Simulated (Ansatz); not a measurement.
# V (sc type): a single-point run

The task is a single-point run on V (sc type).

Method: DFT, PBEsol, all-electron PAW with datasets made for the crystal, scalar-relativistic, in Ansatz 0.2.0.

## Step 1: The starting structure

It takes space group Pm-3m (No. 221, cubic). Conventional cell: a = 2.413 Å, b = 2.413 Å, c = 2.413 Å, α = 90.00°, β = 90.00°, γ = 90.00°. V (site symmetry m-3m) has 6 V at 2.41 Å in its first shell of neighbours.

As a file:

```
V
1.0
     2.41310    0.00000    0.00000
     0.00000    2.41310    0.00000
     0.00000    0.00000    2.41310
V
1
Cartesian
  0.0000 0.0000 0.0000
```

## Step 2: Input and run

input.yaml reads:

```yaml
crystal:
  lattice:
    - [2.4130991335, 0.0, 0.0]
    - [0.0, 2.4130991335, 0.0]
    - [0.0, 0.0, 2.4130991335]
  atoms:
    - { symbol: V, position: [0.0, 0.0, 0.0] }
kpoints:
  mp_grid: { grid: [17, 17, 17] }
scf:
  occupations: { method: fermi_dirac, width: 0.1 }
  max_iter: 80
hamiltonian:
  xc: pbesol
  pseudopotentials: { kind: all_electron, datasets: crystal }
output:
  forces: true
  stress: true
  eigenvalues: true
magnetization:
  spin_polarized: true
  initial_magnetization: 7
```

On the command line:

```
$ ansatz run input.yaml --threads 1 --pin off --max-ram 2048MiB --backend cpu --events-out ev --progress --plain --runs-dir out
```

Q: Will this input give a usable result? If not, why, and what should change?

This run ends as converged, with warnings (crystal datasets made, given moment on shells, seeded moment not kept). Its log warns: «where an SCF of this run starts from atoms to list the orders of its open shells, V (site 0, from 0) starts with 4.00 μB on its 3d shell and 1.00 μB on its 4s shell ...»

In the input, magnetization.spin_polarized is true; magnetization.initial_magnetization is 7. A typed moment is only a start; here the run ends at the energy of the run without it (within 1 meV an atom), so the result stands.

No remedy is needed.
